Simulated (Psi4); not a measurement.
# [CSO3F3]− (trifluoromethanesulfonate): B2PLYP/def2-SVP (density fitting for correlation), part 2 of 2

Psi4 1.11. The steps go on from the part before.

## Step 3: The triplet, same level

Contents of run.py:

```python
import numpy as np
from ase.calculators.psi4 import Psi4
from ase import Atoms

mol = Atoms(['O', 'S', 'O', 'O', 'C', 'F', 'F', 'F'], positions=[
    [-0.452120, -1.793850, 0.534600],
    [0.514500, -0.855220, 0.007850],
    [1.622110, -0.542800, 0.884460],
    [0.853150, -1.026290, -1.388190],
    [-0.440870, 0.732840, -0.006730],
    [-0.854330, 1.079580, 1.221330],
    [0.292430, 1.753940, -0.474640],
    [-1.534870, 0.651830, -0.778680],
])
calc = Psi4(atoms=mol, method='b2plyp', basis='def2-SVP', memory='2200MB', num_threads=1, charge=-1, multiplicity=3, label='calc', reference='uks')
calc.psi4.set_options({'puream': True, 'e_convergence': 1e-09, 'd_convergence': 1e-08, 'scf_type': 'pk', 'dft_radial_points': 99, 'dft_spherical_points': 590, 'num_frozen_docc': 12, 'maxiter': 100})
mol.calc = calc

print(f'energy: {mol.get_potential_energy():.6f} eV')
```

The run is started by

```sh
python run.py
```

calc.dat:

```text
=> Loading Basis Set <=

    Name: DEF2-SVP
    Role: ORBITAL
    Keyword: BASIS

         ---------------------------------------------------------
                                   SCF
                              UKS Reference
                        1 Threads,   2098 MiB Core
         ---------------------------------------------------------

  ==> Geometry <==

    Molecular point group: c1
    Full point group: C1

    Geometry (in Angstrom), charge = -1, multiplicity = 3:

       Center              X                  Y                   Z               Mass
    ------------   -----------------  -----------------  -----------------  -----------------
         O           -0.476851858429    -1.752743285023     0.534222530435    15.994914619570
         S            0.489768141571    -0.814113285023     0.007472530435    31.972071174400
         O            1.597378141571    -0.501693285023     0.884082530435    15.994914619570
         O            0.828418141571    -0.985183285023    -1.388567469565    15.994914619570
         C           -0.465601858429     0.773946714977    -0.007107469565    12.000000000000
         F           -0.879061858429     1.120686714977     1.220952530435    18.998403162730
         F            0.267698141571     1.795046714977    -0.475017469565    18.998403162730
         F           -1.559601858429     0.692936714977    -0.779057469565    18.998403162730

  Running in c1 symmetry.

  Rotational constants: A =      0.09158  B =      0.05281  C =      0.05281 [cm^-1]
  Rotational constants: A =   2745.45568  B =   1583.13993  C =   1583.13597 [MHz]
  Nuclear repulsion =  555.370021778111777

  Charge       = -1
  Multiplicity = 3
  Electrons    = 74
  Nalpha       = 38
  Nbeta        = 36

  ==> Algorithm <==

  SCF Algorithm Type is PK.
  DIIS enabled.
  MOM disabled.
  Fractional occupation disabled.
  Guess Type is SAD.
  Energy threshold   = 1.00e-09
  Density threshold  = 1.00e-08
  Integral threshold = 1.00e-12

  ==> Primary Basis <==

  Basis Set: DEF2-SVP
    Blend: DEF2-SVP
    Number of shells: 50
    Number of basis functions: 116
    Number of Cartesian functions: 124
    Spherical Harmonics?: true
    Max angular momentum: 2

  ==> DFT Potential <==

   => LibXC <=

    Version 7.1.2

   => Composite Functional: B2PLYP <=

    B2PLYP Double Hybrid Exchange-Correlation Functional

    Deriv               =              1
    GGA                 =           TRUE
    Meta                =          FALSE

    Exchange Hybrid     =           TRUE
    MP2 Hybrid          =           TRUE

   => Exchange Functionals <=

    0.4700     XC_GGA_X_B88

   => Exact (HF) Exchange <=

    0.5300               HF

   => Correlation Functionals <=

    0.7300     XC_GGA_C_LYP

   => MP2 Correlation <=

    0.2700       MP2

   => LibXC Density Thresholds  <==

    XC_GGA_C_LYP:  1.00E-14
    XC_GGA_X_B88:  1.00E-15

   => Molecular Quadrature <=

    Radial Scheme          =       TREUTLER
    Pruning Scheme         =           NONE
    Nuclear Scheme         =       TREUTLER

    Blocking Scheme        =         OCTREE
    BS radius alpha        =              1
    Pruning alpha          =              1
    Radial Points          =             99
    Spherical Points       =            590
    Total Points           =         436922
    Total Blocks           =           3159
    Max Points             =            256
    Max Functions          =            111
    Weights Tolerance      =       1.00E-15

  ==> Integral Setup <==

  Using in-core PK algorithm.
   Calculation information:
      Number of atoms:                   8
      Number of AO shells:              50
      Number of primitives:            102
      Number of atomic orbitals:       124
      Number of basis functions:       116

      Integral cutoff                 1.00e-12
      Number of threads:                 1

  Performing in-core PK
  Using 46056582 doubles for integral storage.
  We computed 652026 shell quartets total.
  Whereas there are 813450 unique shell quartets.

  ==> DiskJK: Disk-Based J/K Matrices <==

    J tasked:                  Yes
    K tasked:                  Yes
    wK tasked:                  No
    Memory [MiB]:             1381
    Schwarz Cutoff:          1E-12

  Cached 16.7% of DFT collocation blocks in 0.167 [GiB].

  Minimum eigenvalue in the overlap matrix is 5.1161036116E-03.
  Reciprocal condition number of the overlap matrix is 1.1916167917E-03.
    Using symmetric orthogonalization.

  ==> Pre-Iterations <==

  SCF Guess: Superposition of Atomic Densities via on-the-fly atomic UHF (no occupation information).

   -------------------------
    Irrep   Nso     Nmo
   -------------------------
     A        116     116
   -------------------------
    Total     116     116
   -------------------------

  ==> Iterations <==

                        Total Energy        Delta E     RMS |[F,P]|

   @UKS iter SAD:  -959.90785285135235   -9.59908e+02   0.00000e+00
   @UKS iter   1:  -959.03341037195025    8.74442e-01   9.34885e-03 DIIS/ADIIS
   @UKS iter   2:  -957.55854370552913    1.47487e+00   1.86879e-02 DIIS/ADIIS
   @UKS iter   3:  -959.49125036592613   -1.93271e+00   2.50143e-03 DIIS/ADIIS
   @UKS iter   4:  -959.54188049788172   -5.06301e-02   8.67812e-04 DIIS/ADIIS
   @UKS iter   5:  -959.54929146357972   -7.41097e-03   5.41598e-04 DIIS/ADIIS
   @UKS iter   6:  -959.55237385053044   -3.08239e-03   4.16992e-04 DIIS/ADIIS
   @UKS iter   7:  -959.55594745313715   -3.57360e-03   2.95913e-04 DIIS/ADIIS
   @UKS iter   8:  -959.55906321526152   -3.11576e-03   2.29827e-04 DIIS/ADIIS
   @UKS iter   9:  -959.56189290158852   -2.82969e-03   1.89922e-04 DIIS/ADIIS
[... 81 lines of further cycles ...]
   @UKS iter  91:  -959.56839400592798    1.52897e-08   9.56214e-08 DIIS
   @UKS iter  92:  -959.56839399325065    1.26773e-08   1.52491e-07 DIIS
   @UKS iter  93:  -959.56839399228261    9.68043e-10   3.80446e-08 DIIS
   @UKS iter  94:  -959.56839399193530    3.47313e-10   2.67425e-08 DIIS
   @UKS iter  95:  -959.56839398719433    4.74097e-09   2.59377e-08 DIIS
   @UKS iter  96:  -959.56839398540831    1.78602e-09   1.92937e-08 DIIS
   @UKS iter  97:  -959.56839398437205    1.03626e-09   1.46288e-08 DIIS
   @UKS iter  98:  -959.56839398465706   -2.85013e-10   1.86380e-08 DIIS
   @UKS iter  99:  -959.56839398447278    1.84286e-10   1.25455e-08 DIIS
   @UKS iter 100:  -959.56839398465354   -1.80762e-10   8.65124e-09 DIIS
  Energy and wave function converged.

  ==> Post-Iterations <==

   Electrons on quadrature grid:
      Nalpha   =   38.0000000163 ; deviation = 1.630e-08
      Nbeta    =   35.9999999653 ; deviation = -3.469e-08
      Ntotal   =   73.9999999816 ; deviation = -1.839e-08

   @Spin Contamination Metric:   1.593124106E-02
   @S^2 Expected:                2.000000000E+00
   @S^2 Observed:                2.015931241E+00
   @S   Expected:                1.000000000E+00
   @S   Observed:                1.000000000E+00

    Orbital Energies [Eh]
    ---------------------

    Alpha Occupied:

       1A    -90.078175     2A    -25.241917     3A    -25.241868
       4A    -25.241849     5A    -19.527483     6A    -19.527429
       7A    -19.527407     8A    -10.695895     9A     -8.299783
      10A     -6.154668    11A     -6.148623    12A     -6.148622
      13A     -1.317656    14A     -1.220819    15A     -1.220809
      16A     -1.093328    17A     -0.945081    18A     -0.945046
      19A     -0.690199    20A     -0.583955    21A     -0.536872
      22A     -0.536868    23A     -0.461757    24A     -0.421884
      25A     -0.421878    26A     -0.389120    27A     -0.378663
      28A     -0.378660    29A     -0.358173    30A     -0.358157
      31A     -0.356233    32A     -0.255091    33A     -0.255069
      34A     -0.232776    35A     -0.215911    36A     -0.215890
      37A     -0.158130    38A      0.150288

    Alpha Virtual:

      39A      0.352504    40A      0.352506    41A      0.375297
      42A      0.454365    43A      0.529838    44A      0.529843
      45A      0.586757    46A      0.672186    47A      0.732039
      48A      0.732047    49A      0.787890    50A      0.960644
      51A      0.960651    52A      0.997890    53A      0.997893
      54A      1.000392    55A      1.132516    56A      1.132535
      57A      1.158679    58A      1.276405    59A      1.276410
      60A      1.305080    61A      1.324744    62A      1.324760
      63A      1.341006    64A      1.341012    65A      1.387269
      66A      1.419145    67A      1.452171    68A      1.452173
      69A      1.472061    70A      1.601323    71A      1.620067
      72A      1.620086    73A      1.692568    74A      1.692570
      75A      1.696132    76A      1.714660    77A      1.714664
      78A      1.879517    79A      1.879524    80A      1.908637
      81A      2.155505    82A      2.155515    83A      2.168040
      84A      2.260702    85A      2.321797    86A      2.321807
      87A      2.895363    88A      2.947761    89A      2.947788
      90A      2.950799    91A      2.971961    92A      2.971999
      93A      3.013352    94A      3.115767    95A      3.115784
      96A      3.162174    97A      3.309736    98A      3.334243
      99A      3.334252   100A      3.350996   101A      3.355277
     102A      3.355284   103A      3.375215   104A      3.411425
     105A      3.411439   106A      3.461567   107A      3.461570
     108A      3.599341   109A      3.737984   110A      3.799246
     111A      3.799271   112A      3.840383   113A      3.840391
     114A      3.975777   115A      4.173722   116A      4.173734

    Beta Occupied:

       1A    -90.071229     2A    -25.239508     3A    -25.239464
       4A    -25.239441     5A    -19.518028     6A    -19.517992
       7A    -19.517977     8A    -10.666645     9A     -8.291536
      10A     -6.144603    11A     -6.144601    12A     -6.133807
      13A     -1.307804    14A     -1.214033    15A     -1.214015
      16A     -1.064265    17A     -0.918764    18A     -0.918757
      19A     -0.639824    20A     -0.528528    21A     -0.526699
      22A     -0.526695    23A     -0.432608    24A     -0.411364
      25A     -0.411360    26A     -0.373317    27A     -0.373308
      28A     -0.354970    29A     -0.338260    30A     -0.338251
      31A     -0.337590    32A     -0.224492    33A     -0.224483
      34A     -0.164124    35A     -0.164092    36A     -0.149401

    Beta Virtual:

      37A      0.024644    38A      0.391639    39A      0.391644
      40A      0.392891    41A      0.452931    42A      0.465127
      43A      0.553917    44A      0.553926    45A      0.597426
      46A      0.683975    47A      0.747410    48A      0.747416
      49A      0.833112    50A      0.994402    51A      0.994403
      52A      1.005214    53A      1.005218    54A      1.047262
      55A      1.141963    56A      1.141975    57A      1.178332
      58A      1.286345    59A      1.286352    60A      1.321485
      61A      1.337672    62A      1.337672    63A      1.351755
      64A      1.351759    65A      1.391753    66A      1.425400
      67A      1.463994    68A      1.464000    69A      1.511424
      70A      1.602233    71A      1.633029    72A      1.633041
      73A      1.697326    74A      1.697327    75A      1.706199
      76A      1.722157    77A      1.722160    78A      1.908279
      79A      1.908288    80A      1.922877    81A      2.162577
      82A      2.162589    83A      2.194006    84A      2.302250
      85A      2.349467    86A      2.349474    87A      2.904047
      88A      2.969819    89A      2.969832    90A      2.970942
      91A      2.991859    92A      2.991874    93A      3.041136
      94A      3.143442    95A      3.143448    96A      3.183598
      97A      3.312611    98A      3.338571    99A      3.338582
     100A      3.352498   101A      3.358667   102A      3.358674
     103A      3.380165   104A      3.420971   105A      3.420986
     106A      3.470868   107A      3.470870   108A      3.616170
     109A      3.744576   110A      3.812610   111A      3.812625
     112A      3.849131   113A      3.849136   114A      3.984072
     115A      4.181806   116A      4.181820

    Final Occupation by Irrep:
              A
    DOCC [    36 ]
    SOCC [     2 ]
    NA   [    38 ]
    NB   [    36 ]

  @UKS Final Energy:  -959.56839398465354

   => Energetics <=

    Nuclear Repulsion Energy =            555.3700217781117772
    One-Electron Energy =               -2448.9003310546077046
    Two-Electron Energy =                 976.4401791565359190
    DFT Exchange-Correlation Energy =     -42.4782638646935169
    Empirical Dispersion Energy =           0.0000000000000000
    VV10 Nonlocal Energy =                  0.0000000000000000
    Total Energy =                       -959.5683939846535395

  UHF NO Occupations:
  HONO-2 :   36  A 1.9973904
  HONO-1 :   37  A 1.0000000
  HONO-0 :   38  A 1.0000000
  LUNO+0 :   39  A 0.0026096
  LUNO+1 :   40  A 0.0026035
  LUNO+2 :   41  A 0.0015996
  LUNO+3 :   42  A 0.0003930

Computation Completed

Properties will be evaluated at   0.000000,   0.000000,   0.000000 [a0]

Properties computed using the SCF density matrix

 Multipole Moments:

 ------------------------------------------------------------------------------------
     Multipole            Electronic (a.u.)      Nuclear  (a.u.)        Total (a.u.)
 ------------------------------------------------------------------------------------

 L = 1.  Multiply by 2.5417464519 to convert [e a0] to [Debye]
 Dipole X            :         -2.8173463            2.0702788           -0.7470676
 Dipole Y            :          4.6837881           -3.4413043            1.2424839
 Dipole Z            :         -0.0427893            0.0315862           -0.0112031
 Magnitude           :                                                    1.4498281

 ------------------------------------------------------------------------------------

	total time  =        187 seconds =       3.12 minutes

   => Loading Basis Set <=

    Name: (DEF2-SVP AUX)
    Role: RIFIT
    Keyword: DF_BASIS_MP2

	 --------------------------------------------------------
	                          DF-MP2
	      2nd-Order Density-Fitted Moller-Plesset Theory
	              UMP2 Wavefunction,   1 Threads

	 --------------------------------------------------------

	 --------------------------------------------------------
	                 NBF =   116, NAUX =   398
	 --------------------------------------------------------
	   CLASS    FOCC     OCC    AOCC    AVIR     VIR    FVIR
	   ALPHA      12      38      26      78      78       0
	    BETA      12      36      24      80      80       0
	 --------------------------------------------------------

	-----------------------------------------------------------
	 ==================> DF-MP2 Energies <====================
	-----------------------------------------------------------
	 Reference Energy          =    -959.5683939846535395 [Eh]
	 Singles Energy            =      -0.0000000000000000 [Eh]
	 Same-Spin Energy          =      -0.4864333400097316 [Eh]
	 Opposite-Spin Energy      =      -1.1997134962461400 [Eh]
	 Correlation Energy        =      -1.6861468362558716 [Eh]
	 Total Energy              =    -961.2545408209093694 [Eh]
	-----------------------------------------------------------
	 ================> DF-SCS-MP2 Energies <==================
	-----------------------------------------------------------
	 SCS Same-Spin Scale       =       0.3333333333333333 [-]
	 SCS Opposite-Spin Scale   =       1.2000000000000000 [-]
	 SCS Same-Spin Energy      =      -0.1621444466699105 [Eh]
	 SCS Opposite-Spin Energy  =      -1.4396561954953679 [Eh]
	 SCS Correlation Energy    =      -1.6018006421652784 [Eh]
	 SCS Total Energy          =    -961.1701946268187839 [Eh]
	-----------------------------------------------------------

    B2PLYP Energy Summary
    ---------------------
    DFT Reference Energy                  =  -959.5683939846535395
    Scaled MP2 Correlation                =    -0.4552596457890853
    @Final double-hybrid DFT total energy =  -960.0236536304425954

	total time  =          1 seconds =       0.02 minutes
```

The script printed:

```text
energy: -26123.574231 eV
```

Run time: 3.2 min. Hardware: 1 thread of AMD EPYC 9R45 (Zen 5), shared host; peak memory 0.77 GiB.

## Step 4: What came out

This closing draws on all 2 parts.

Level: B2PLYP/def2-SVP (density fitting for correlation), 12 core orbitals frozen.

| quantity | value |
| --- | --- |
| singlet: total energy | -960.35470 Eh |
| singlet: HOMO energy (SCF part's orbitals) | -4.01 eV |
| singlet: LUMO energy (SCF part's orbitals) | 9.70 eV |
| singlet: HOMO–LUMO gap (to an unbound level, set by the basis) | 13.71 eV |
| triplet: total energy | -960.02365 Eh |
| triplet: HOMO energy (SCF part's orbitals) (highest over α and β) | 4.09 eV |
| triplet: ⟨S²⟩ | 2.016 |
| vertical energy of the triplet above the singlet | 9.008 eV |

What this shows: At this shape the triplet lies 9.01 eV (208 kcal/mol) above the singlet. For an anion a state so high probably lies above electron detachment. The HOMO (triplet) lies at positive energy, 4.09 eV; only total energies tell whether the electron is bound.
